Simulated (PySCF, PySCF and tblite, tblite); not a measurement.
**C4H11BSi: a path driven as ring inversion, and NMR exchange, part 1 of 2**

Aim: the barrier and rate of ring inversion in C4H11BSi (`B1CCC[SiH2]C1`), and what it does to NMR lines.

Programs: PySCF 2.14.0 with density-fitted response routines of our own, and tblite 0.8.0. All values are computed, except where a source is named. Atoms count from 0 throughout.

## Step 1: The molecule as given

17 atoms, charge 0, multiplicity 1; geometry from: force field or distance geometry start.

Bonds of the start (Å): B0–C1 1.61, B0–C5 1.58, B0–H6 1.19, C1–C2 1.55, C1–H7 1.09, C1–H8 1.10, C2–C3 1.53, C2–H10 1.11, C2–H9 1.12, C3–H11 1.13, C3–H12 1.10, C3–Si4 1.87, C5–H15 1.12, C5–H16 1.11, Si4–C5 1.87, Si4–H13 1.48, Si4–H14 1.46.

## Step 2: GFN2-xTB relaxation, start minimum

What the job is given:

```
{"job": {"xc": "GFN2-xTB", "basis": "xTB", "kind": "relax"}, "charge": 0, "multiplicity": 1}
B      0.059500     1.508800    -0.634900
C     -1.362900     0.799100    -0.364700
C     -1.244800    -0.380800     0.641100
C     -0.315900    -1.481200     0.137900
Si     1.445500    -0.860600    -0.022700
C      1.381500     1.004900     0.066100
H      0.115200     2.353900    -1.466800
H     -1.756700     0.429800    -1.316800
H     -2.057700     1.549000     0.048700
H     -2.272200    -0.811300     0.781400
H     -0.919400    -0.008300     1.629300
H     -0.324900    -2.333300     0.872400
H     -0.668200    -1.867100    -0.827600
H      1.984800    -1.275300    -1.338000
H      2.286500    -1.373400     1.056600
H      1.364400     1.307500     1.148700
H      2.278100     1.450400    -0.420500
```

The run is started by

```sh
$ OMP_NUM_THREADS=1 python ens_run.py task.json out
```

One launch serves the whole session.

Standard output:

```text
step      E/eV     max force
  0    -465.64030    1.371
  1    -465.74306    0.506
  2    -465.77457    0.396
  3    -465.78958    0.297
  4    -465.79668    0.205
  5    -465.80005    0.153
  6    -465.80375    0.151
  7    -465.80748    0.207
  8    -465.81056    0.175
  9    -465.81234    0.102
 10    -465.81335    0.086
 11    -465.81406    0.069
 12    -465.81471    0.068
 13    -465.81542    0.063
 14    -465.81617    0.090
 15    -465.81682    0.090
 16    -465.81730    0.054
 17    -465.81772    0.060
 18    -465.81823    0.068
 19    -465.81883    0.067
 20    -465.81938    0.059
 21    -465.81985    0.042
 22    -465.82032    0.065
 23    -465.82084    0.075
 24    -465.82135    0.060
 25    -465.82180    0.053
 26    -465.82223    0.063
 27    -465.82276    0.091
 28    -465.82334    0.086
 29    -465.82379    0.045
 30    -465.82411    0.042
 31    -465.82440    0.050
 32    -465.82476    0.070
 33    -465.82511    0.055
 34    -465.82538    0.035
 35    -465.82561    0.036
 36    -465.82591    0.069
 37    -465.82632    0.088
 38    -465.82672    0.066
 39    -465.82699    0.035
 40    -465.82717    0.033
 41    -465.82737    0.049
 42    -465.82761    0.060
 43    -465.82780    0.042
 44    -465.82790    0.023
 45    -465.82796    0.025
 46    -465.82803    0.026
 47    -465.82810    0.022
 48    -465.82816    0.015
 49    -465.82819    0.011
 50    -465.82821    0.011
 51    -465.82824    0.015
 52    -465.82827    0.015
 53    -465.82830    0.011
 54    -465.82832    0.010
 55    -465.82834    0.009
 56    -465.82835    0.011
 57    -465.82837    0.010
 58    -465.82839    0.008
 59    -465.82840    0.006
 60    -465.82841    0.008
 61    -465.82841    0.008
 62    -465.82842    0.007
 63    -465.82843    0.006
 64    -465.82843    0.006
 65    -465.82844    0.005
 66    -465.82844    0.006
 67    -465.82845    0.007
 68    -465.82845    0.004
 69    -465.82845    0.003
```

It took 0.46 s on 1 thread of Intel Xeon at 2.80GHz, shared host.

Relaxing gained 0.188 eV and moved the atoms by 0.11 Å on average (rms).

## Step 3: Relaxed scan, ring torsion 2 driven

What the job is given:

```
{"job": {"xc": "GFN2-xTB", "basis": "xTB", "coordinate": [["t", [1, 2, 3, 4], 1.0]], "kind": "drive"}, "charge": 0, "multiplicity": 1}
B      0.077558     1.453441    -0.715871
C     -1.311723     0.804612    -0.333865
C     -1.240486    -0.363820     0.652836
C     -0.319397    -1.475881     0.142248
Si     1.471417    -0.855663    -0.069649
C      1.337475     1.046599     0.095234
H      0.139313     2.167252    -1.646442
H     -1.812634     0.458865    -1.244598
H     -1.976323     1.572904     0.075949
H     -2.243708    -0.771421     0.815158
H     -0.877974    -0.007843     1.620033
H     -0.362743    -2.321580     0.830209
H     -0.708901    -1.837434    -0.811430
H      2.014103    -1.245529    -1.378423
H      2.346208    -1.377215     0.992266
H      1.198676     1.224574     1.161963
H      2.262140     1.540169    -0.195527
```

Standard output:

```text
point  coordinate     E/eV
  0     48.400     -465.80614
  1     34.900     -465.75063
  2     21.400     -465.67201
  3      7.500     -465.60299
  4     -6.600     -465.55567
  5    -20.400     -465.53310
  6    -34.400     -465.53675
  7    -48.900     -465.65262
  8    -61.900     -465.71828
```

It took 2.9 s on 1 thread of Intel Xeon at 2.80GHz, shared host.

The highest point is number 5, 6.3 kcal/mol above the first.

## Step 4: Nudged elastic band, leg 1

Changed since step 3:

```diff
@@ -1,2 +1,2 @@
-{"job": {"xc": "GFN2-xTB", "basis": "xTB", "coordinate": [["t", [1, 2, 3, 4], 1.0]], "kind": "drive"}, "charge": 0, "multiplicity": 1}
+{"job": {"xc": "GFN2-xTB", "basis": "xTB", "kind": "neb"}, "charge": 0, "multiplicity": 1}
 B      0.077558     1.453441    -0.715871
```

Standard output:

```text
image   E - E0 / eV
  0       0.0000
  1       0.0856
  2       0.2669
  3       0.2873
  4       0.1603
  5       0.0714
  6      -0.0000
```

It took 2 s on 1 thread of Intel Xeon at 2.80GHz, shared host; peak memory 0.2 GiB.

The highest point is number 3, 6.6 kcal/mol above the first.

## Step 5: Saddle search, leg 1

What the job is given:

```
{"job": {"xc": "GFN2-xTB", "basis": "xTB", "kind": "saddle"}, "charge": 0, "multiplicity": 1}
B      0.135836     1.623061    -0.212323
C     -1.236542     0.864718    -0.346488
C     -1.450802    -0.573174     0.178845
C     -0.218919    -1.288465     0.741804
Si     1.344376    -0.982424    -0.291250
C      1.515819     0.888737    -0.049934
H      0.116175     2.792512    -0.336265
H     -1.360637     0.851863    -1.439036
H     -2.064027     1.486940     0.003957
H     -1.858720    -1.191695    -0.624194
H     -2.209946    -0.540460     0.965797
H     -0.036069    -0.925938     1.756009
H     -0.447876    -2.351068     0.827780
H      1.136382    -1.328295    -1.703935
H      2.493762    -1.732604     0.233413
H      1.856548     1.066876     0.974046
H      2.284642     1.339415    -0.678228
```

Standard output:

```text
step      E/eV     max force
  0    -465.54115   0.0452
  1    -465.54339   0.0703
  2    -465.54425   0.1411
  3    -465.54414   0.0371
  4    -465.54505   0.0480
  5    -465.54637   0.0451
  6    -465.54897   0.0519
  7    -465.55146   0.1025
  8    -465.54996   0.0150
  9    -465.55125   0.0288
 10    -465.55288   0.0266
 11    -465.55536   0.0339
 12    -465.55745   0.0624
 13    -465.55966   0.0569
 14    -465.56379   0.0971
 15    -465.56822   0.0716
 16    -465.57494   0.1046
 17    -465.57773   0.1322
 18    -465.58399   0.1370
 19    -465.59059   0.1538
 20    -465.59654   0.1766
 21    -465.60347   0.1244
 22    -465.60964   0.1519
 23    -465.61444   0.1915
 24    -465.61881   0.1359
 25    -465.62068   0.2051
 26    -465.62190   0.0152
 27    -465.62190   0.0042
 28    -465.62190   0.0014
lowest wavenumbers (cm-1): -81.5 138.8 184.8 264.7 331.4 406.0
```

It took 6.9 s on 1 thread of Intel Xeon at 2.80GHz, shared host; peak memory 0.2 GiB.

Point group C1; 1 imaginary mode, 82i cm⁻¹, carried by C1, C2, H7, H8. It was not shown to link both ends.

## Step 6: Saddle search, leg 1

What the job is given:

```
{"job": {"xc": "GFN2-xTB", "basis": "xTB", "kind": "saddle"}, "charge": 0, "multiplicity": 1}
B      0.146692     1.627813    -0.312233
C     -1.208662     0.834521    -0.404752
C     -1.448381    -0.503443     0.321670
C     -0.208853    -1.346573     0.669387
Si     1.335141    -0.927074    -0.358768
C      1.484556     0.917414     0.080471
H      0.146055     2.738159    -0.697752
H     -1.244307     0.638318    -1.487140
H     -2.075593     1.474972    -0.221842
H     -2.120078    -1.107682    -0.294255
H     -1.987230    -0.290769     1.249887
H      0.053597    -1.169952     1.715314
H     -0.472594    -2.402782     0.600518
H      1.141770    -1.148591    -1.798567
H      2.493247    -1.704981     0.101132
H      1.597634     0.964002     1.166089
H      2.367006     1.406647    -0.329159
```

Standard output:

```text
step      E/eV     max force
  0    -465.53310   0.0987
  1    -465.53612   0.0491
  2    -465.53731   0.1140
  3    -465.53708   0.0302
  4    -465.53793   0.0389
  5    -465.53874   0.0470
  6    -465.53965   0.0367
  7    -465.54088   0.0662
  8    -465.54239   0.0855
  9    -465.54370   0.0896
 10    -465.54386   0.1214
 11    -465.54568   0.0500
 12    -465.54650   0.0901
 13    -465.54736   0.1492
 14    -465.54644   0.0721
 15    -465.54813   0.0931
 16    -465.55064   0.0804
 17    -465.54907   0.2099
 18    -465.55127   0.0289
 19    -465.55259   0.0554
 20    -465.55476   0.0340
 21    -465.55910   0.0451
 22    -465.56432   0.0635
 23    -465.56822   0.1081
 24    -465.56576   0.1743
 25    -465.56847   0.0995
 26    -465.57416   0.0923
 27    -465.58003   0.1320
 28    -465.58470   0.1526
 29    -465.59088   0.1363
 30    -465.59509   0.1692
 31    -465.59907   0.0651
 32    -465.60008   0.0523
 33    -465.60045   0.0172
 34    -465.60046   0.0355
 35    -465.60038   0.0434
 36    -465.60050   0.0030
lowest wavenumbers (cm-1): -112.2 81.3 211.8 272.0 349.2 420.4
```

Run time: 8.2 s. Hardware: 1 thread of Intel Xeon at 2.80GHz, shared host; peak memory 0.2 GiB.

Point group C1; 1 imaginary mode, 112i cm⁻¹, carried by C3, H11, H12, C2. It was not shown to link both ends.

## Step 7: Shieldings, start: PBE0/pcSseg-1

What the job is given:

```
{"job": {"kind": "nmr", "xc": "PBE0", "basis": "pcSseg-1", "pop": false}, "charge": 0, "multiplicity": 1}
B      0.077558     1.453441    -0.715871
C     -1.311723     0.804612    -0.333865
C     -1.240486    -0.363820     0.652836
C     -0.319397    -1.475881     0.142248
Si     1.471417    -0.855663    -0.069649
C      1.337475     1.046599     0.095234
H      0.139313     2.167252    -1.646442
H     -1.812634     0.458865    -1.244598
H     -1.976323     1.572904     0.075949
H     -2.243708    -0.771421     0.815158
H     -0.877974    -0.007843     1.620033
H     -0.362743    -2.321580     0.830209
H     -0.708901    -1.837434    -0.811430
H      2.014103    -1.245529    -1.378423
H      2.346208    -1.377215     0.992266
H      1.198676     1.224574     1.161963
H      2.262140     1.540169    -0.195527
```

Standard output:

```text
coarse grid: 13880 points
cycle   1  E = -472.9070241783  dE =  4.284e-01  |g| = 4.872e-01  |ddm| = 3.552e+00
cycle   2  E = -472.8808482196  dE =  2.618e-02  |g| = 5.805e-01  |ddm| = 9.405e-01
cycle   3  E = -472.9704234935  dE = -8.958e-02  |g| = 4.357e-02  |ddm| = 5.709e-01
cycle   4  E = -472.9708714507  dE = -4.480e-04  |g| = 1.453e-02  |ddm| = 6.271e-02
cycle   5  E = -472.9709174988  dE = -4.605e-05  |g| = 4.948e-03  |ddm| = 1.692e-02
cycle   6  E = -472.9709236513  dE = -6.152e-06  |g| = 7.761e-04  |ddm| = 4.843e-03
final grid: 127064 points
cycle   7  E = -473.0049289380  dE = -4.597e-05  |g| = 8.120e-03  |ddm| = 3.147e-02
cycle   8  E = -473.0049196304  dE =  9.308e-06  |g| = 1.010e-02  |ddm| = 1.607e-02
cycle   9  E = -473.0049463144  dE = -2.668e-05  |g| = 4.628e-04  |ddm| = 9.089e-03
cycle  10  E = -473.0049463599  dE = -4.542e-08  |g| = 1.336e-04  |ddm| = 6.173e-04
cycle  11  E = -473.0049463636  dE = -3.713e-09  |g| = 5.729e-05  |ddm| = 1.545e-04
cycle  12  E = -473.0049463644  dE = -8.099e-10  |g| = 5.504e-06  |ddm| = 5.627e-05
converged SCF energy = -473.0049463644

GIAO shielding tensors (ppm)
atom      isotropic    diamagn.    paramagn.     s11        s22        s33       span
  0 B       12.313     189.616    -177.303    -66.661    -22.636    126.237    192.898
  1 C      152.412     251.296     -98.883    126.412    154.045    176.780     50.368
  2 C      163.710     247.336     -83.626    156.327    165.544    169.260     12.932
  3 C      177.888     252.245     -74.357    162.454    177.215    193.997     31.543
  4 Si     402.423     879.833    -477.410    372.554    393.990    440.724     68.170
  5 C      172.633     256.528     -83.894    136.936    181.318    199.647     62.711
  6 H       23.614      29.716      -6.102     18.763     25.778     26.301      7.538
  7 H       30.235      31.020      -0.785     25.777     28.872     36.056     10.279
  8 H       30.235      29.854       0.381     24.996     28.446     37.262     12.266
  9 H       29.613      30.380      -0.767     23.955     28.193     36.691     12.735
 10 H       30.101      32.319      -2.218     26.726     28.244     35.332      8.606
 11 H       30.656      30.406       0.250     25.590     28.136     38.241     12.650
 12 H       31.368      31.470      -0.102     26.671     29.149     38.284     11.613
 13 H       27.713      28.894      -1.181     24.128     25.353     33.658      9.529
 14 H       27.249      28.804      -1.554     23.806     25.219     32.722      8.916
 15 H       30.569      31.919      -1.349     25.646     28.953     37.110     11.464
 16 H       30.018      29.769       0.249     26.478     26.967     36.610     10.132
```

Run time: 18 s. Hardware: 1 thread of Intel Xeon at 2.80GHz, shared host; peak memory 0.77 GiB.

Key values: HOMO -7.93 eV, LUMO -0.86 eV; dipole 0.76 D.

## Step 8: Shieldings, saddle of leg 1: PBE0/pcSseg-1

What the job is given:

```
{"job": {"kind": "nmr", "xc": "PBE0", "basis": "pcSseg-1", "pop": false}, "charge": 0, "multiplicity": 1}
B      0.152133     1.485542     0.225892
C     -1.185301     0.936118    -0.423413
C     -1.467814    -0.523127     0.030520
C     -0.300079    -1.202505     0.755190
Si     1.371256    -0.949008    -0.114533
C      1.476664     0.950869    -0.387440
H      0.136086     2.152773     1.191233
H     -1.095775     0.934072    -1.512390
H     -2.060523     1.544096    -0.188660
H     -1.734652    -1.126097    -0.840283
H     -2.333352    -0.527424     0.698088
H     -0.222558    -0.780556     1.760486
H     -0.536619    -2.260563     0.882046
H      1.411664    -1.670085    -1.395812
H      2.465080    -1.420693     0.745183
H      2.392039     1.356592     0.038278
H      1.531751     1.099997    -1.464385
```

Standard output:

```text
coarse grid: 13880 points
cycle   1  E = -472.8999218720  dE =  4.183e-01  |g| = 4.806e-01  |ddm| = 3.559e+00
cycle   2  E = -472.8761503392  dE =  2.377e-02  |g| = 5.662e-01  |ddm| = 9.347e-01
cycle   3  E = -472.9614930443  dE = -8.534e-02  |g| = 4.378e-02  |ddm| = 5.589e-01
cycle   4  E = -472.9619367266  dE = -4.437e-04  |g| = 1.521e-02  |ddm| = 6.226e-02
cycle   5  E = -472.9619874160  dE = -5.069e-05  |g| = 5.058e-03  |ddm| = 1.678e-02
cycle   6  E = -472.9619938144  dE = -6.398e-06  |g| = 9.377e-04  |ddm| = 5.108e-03
final grid: 127064 points
cycle   7  E = -472.9952480455  dE = -3.461e-05  |g| = 7.971e-03  |ddm| = 2.561e-02
cycle   8  E = -472.9952387348  dE =  9.311e-06  |g| = 9.987e-03  |ddm| = 1.613e-02
cycle   9  E = -472.9952649481  dE = -2.621e-05  |g| = 3.769e-04  |ddm| = 9.088e-03
cycle  10  E = -472.9952649759  dE = -2.782e-08  |g| = 1.424e-04  |ddm| = 5.145e-04
cycle  11  E = -472.9952649805  dE = -4.611e-09  |g| = 4.690e-05  |ddm| = 1.505e-04
cycle  12  E = -472.9952649810  dE = -5.452e-10  |g| = 5.293e-06  |ddm| = 4.565e-05
converged SCF energy = -472.9952649810

GIAO shielding tensors (ppm)
atom      isotropic    diamagn.    paramagn.     s11        s22        s33       span
  0 B        9.156     190.426    -181.270    -73.696    -28.921    130.085    203.781
  1 C      162.661     251.243     -88.582    137.461    167.217    183.305     45.844
  2 C      158.334     244.971     -86.637    135.588    166.710    172.704     37.117
  3 C      175.090     253.575     -78.485    163.860    174.746    186.666     22.806
  4 Si     381.355     879.921    -498.566    331.753    384.211    428.103     96.350
  5 C      169.623     256.665     -87.042    132.454    184.614    191.801     59.347
  6 H       23.245      30.166      -6.921     17.100     25.558     27.076      9.976
  7 H       30.359      31.843      -1.484     26.934     28.791     35.353      8.419
  8 H       29.801      30.531      -0.730     26.033     27.455     35.915      9.882
  9 H       29.424      30.572      -1.148     25.158     28.487     34.626      9.468
 10 H       29.147      29.994      -0.846     23.257     28.578     35.607     12.350
 11 H       31.333      31.805      -0.472     27.635     29.440     36.924      9.289
 12 H       31.154      30.241       0.914     26.327     28.572     38.565     12.238
 13 H       27.017      29.284      -2.266     24.126     25.137     31.789      7.662
 14 H       27.188      28.900      -1.712     23.507     25.212     32.845      9.338
 15 H       29.938      30.175      -0.237     26.384     27.042     36.390     10.006
 16 H       30.502      31.249      -0.747     26.214     28.558     36.735     10.521
```

Wall time 25 s (1 thread of Intel Xeon at 2.80GHz, shared host); peak memory 0.77 GiB.

Key values: HOMO -7.99 eV, LUMO -0.91 eV; dipole 0.47 D.

The fields below are evaluated on a grid from the run's orbitals.

Frontier orbitals at PBE0/pcSseg-1, with the share of their density that lies nearest to each atom:

| orbital | energy (eV) | lies on |
| --- | --- | --- |
| HOMO | -7.99 | C3 19 %; H10 11 %; C1, C5 about 9 % each |
| LUMO | -0.91 | B0 47 %; H6 14 % |

ELF in a plane through or near 6 of the atoms.

Values, 10 rows by 14 columns:
```
0.00 0.00 0.00 0.00 0.00 0.00 0.00 0.00 0.00 0.00 0.00 0.00 0.00 0.00
0.00 0.00 0.00 0.00 0.00 0.00 0.00 0.00 0.00 0.00 0.00 0.00 0.00 0.00
0.00 0.00 0.00 0.01 0.03 0.04 0.07 0.08 0.02 0.08 0.20 0.00 0.00 0.00
0.00 0.00 0.32 0.96 0.79 0.57 0.15 0.33 0.41 0.91 0.99 0.48 0.00 0.00
0.00 0.00 0.39 0.97 0.90 0.72 0.55 0.51 0.58 0.29 0.04 0.01 0.00 0.00
0.00 0.00 0.01 0.05 0.35 0.44 0.29 0.25 0.51 0.73 1.00 0.98 0.12 0.00
0.00 0.01 0.85 1.00 1.00 0.25 0.88 0.36 0.49 0.24 0.86 0.82 0.02 0.00
0.00 0.00 0.74 1.00 0.99 0.25 0.19 0.94 0.99 0.47 0.01 0.00 0.00 0.00
0.00 0.00 0.00 0.07 0.11 0.00 0.02 0.73 0.92 0.18 0.00 0.00 0.00 0.00
0.00 0.00 0.00 0.00 0.00 0.00 0.00 0.00 0.00 0.00 0.00 0.00 0.00 0.00
```
The map spans 10.1 Å across and 9.9 Å up, centred on the molecule. Atoms in the plane (x, y in Å): B0 (-0.2, 1.4), C3 (0.4, -1.3), H10 (2.4, -0.5), H12 (0.7, -2.4), H14 (-2.4, -1.7), H15 (-2.4, 1.2).

On the surface of density 0.002 e/bohr³ the electrostatic potential runs, from the 1st to the 99th percentile, from -0.33 to 0.86 V.

## Step 9: The path in numbers

What the job is given:

```
{"job": {"smiles": "B1CCC[SiH2]C1", "charge": 0, "mult": 1, "motion": "ring", "what": "6-membered ring", "atoms": [0, 1, 2, 3, 4, 5], "ring": [0, 1, 2, 3, 4, 5], "study": "path", "level": {"kind": "nmr", "xc": "PBE0", "basis": "pcSseg-1"}, "fields": [100, 400, 900], "first": 1, "seed": 564, "kind": "path"}, "charge": 0, "multiplicity": 1}
B      0.077558     1.453441    -0.715871
C     -1.311723     0.804612    -0.333865
C     -1.240486    -0.363820     0.652836
C     -0.319397    -1.475881     0.142248
Si     1.471417    -0.855663    -0.069649
C      1.337475     1.046599     0.095234
H      0.139313     2.167252    -1.646442
H     -1.812634     0.458865    -1.244598
H     -1.976323     1.572904     0.075949
H     -2.243708    -0.771421     0.815158
H     -0.877974    -0.007843     1.620033
H     -0.362743    -2.321580     0.830209
H     -0.708901    -1.837434    -0.811430
H      2.014103    -1.245529    -1.378423
H      2.346208    -1.377215     0.992266
H      1.198676     1.224574     1.161963
H      2.262140     1.540169    -0.195527
```

Standard output:

```text
stationary points (kcal/mol above the start)
  n  kind          group   xTB      DFT    lowest mode
  0  minimum      C1       0.00     0.00      83.9
  1  saddle       C1       4.76     6.06     -81.5
  2  minimum      C1      -0.00     0.00      84.0

GFN2-xTB energies: T/K, barrier G, reaction G (kcal/mol), k forward, k back (1/s)
 150.00     4.97    -0.00   3.59e+05   3.59e+05
 200.00     5.03     0.00   2.67e+07   2.67e+07
 250.00     5.10     0.00   3.63e+08   3.63e+08
 298.15     5.18     0.00   1.98e+09   1.98e+09
 350.00     5.28     0.00   7.37e+09   7.38e+09
 400.00     5.39     0.00    1.9e+10   1.91e+10
 500.00     5.63     0.00   7.24e+10   7.25e+10

PBE0/pcSseg-1 + D3(BJ) energies: T/K, barrier G, reaction G (kcal/mol), k forward, k back (1/s)
 150.00     6.27     0.00   4.59e+03   4.59e+03
 200.00     6.33     0.00   1.01e+06   1.01e+06
 250.00     6.40     0.00   2.65e+07   2.65e+07
 298.15     6.48     0.00   2.21e+08   2.21e+08
 350.00     6.58     0.00   1.14e+09   1.14e+09
 400.00     6.68     0.00   3.71e+09   3.72e+09
 500.00     6.92     0.00   1.96e+10   1.96e+10
```

Run time: 68 s. Hardware: 1 thread of Intel Xeon at 2.80GHz, shared host; peak memory 0.77 GiB. This counts the whole study up to here.

Barriers by level (kcal/mol; entropies in cal/(mol K)). Zero-point and thermal terms come from xTB in every row. ΔG‡ leaves symmetry out; the rate counts equivalent paths (a factor of 2); effective ΔG‡, where given, is the barrier that would give that rate by Eyring's equation alone:

| level | ΔE‡ | with zero-point | ΔH‡ | ΔS‡ | ΔG‡ (298 K) | ΔE of reaction | k at 298 K (1/s) | effective ΔG‡ |
| --- | --- | --- | --- | --- | --- | --- | --- | --- |
| GFN2-xTB | 4.76 | 4.86 | 4.49 | -2.3 | 5.18 | 0.00 | 2e+09 | 4.77 |
| PBE0/pcSseg-1 + D3(BJ) | 6.06 | 6.16 | 5.79 | -2.3 | 6.48 | 0.00 | 2.2e+08 | 6.07 |

Sites that the driver pairs across this motion, and where their lines would merge (no couplings; faster rotations, inversion at nitrogen or exchange between molecules can average them sooner):

| nucleus | sites: shielding (ppm) | proton frequency (MHz) | spread (Hz) | coalescence (K) | lines at 298 K |
| --- | --- | --- | --- | --- | --- |
| ¹H | H11: 30.66; H12: 31.37 | 100 | 71 | 130 | 1 |
| ¹H | H11: 30.66; H12: 31.37 | 400 | 285 | 137 | 1 |
| ¹H | H11: 30.66; H12: 31.37 | 900 | 641 | 142 | 1 |
| ¹H | H15: 30.57; H16: 30.02 | 100 | 55 | 128 | 1 |
| ¹H | H15: 30.57; H16: 30.02 | 400 | 220 | 136 | 1 |
| ¹H | H15: 30.57; H16: 30.02 | 900 | 496 | 141 | 1 |
| ¹H | H9: 29.61; H10: 30.10 | 100 | 49 | 128 | 1 |
| ¹H | H9: 29.61; H10: 30.10 | 400 | 195 | 135 | 1 |
| ¹H | H9: 29.61; H10: 30.10 | 900 | 439 | 140 | 1 |
| ¹H | H13: 27.71; H14: 27.25 | 100 | 46 | 127 | 1 |
| ¹H | H13: 27.71; H14: 27.25 | 400 | 186 | 135 | 1 |
| ¹H | H13: 27.71; H14: 27.25 | 900 | 417 | 140 | 1 |

(Continued in part 2 of 2.)
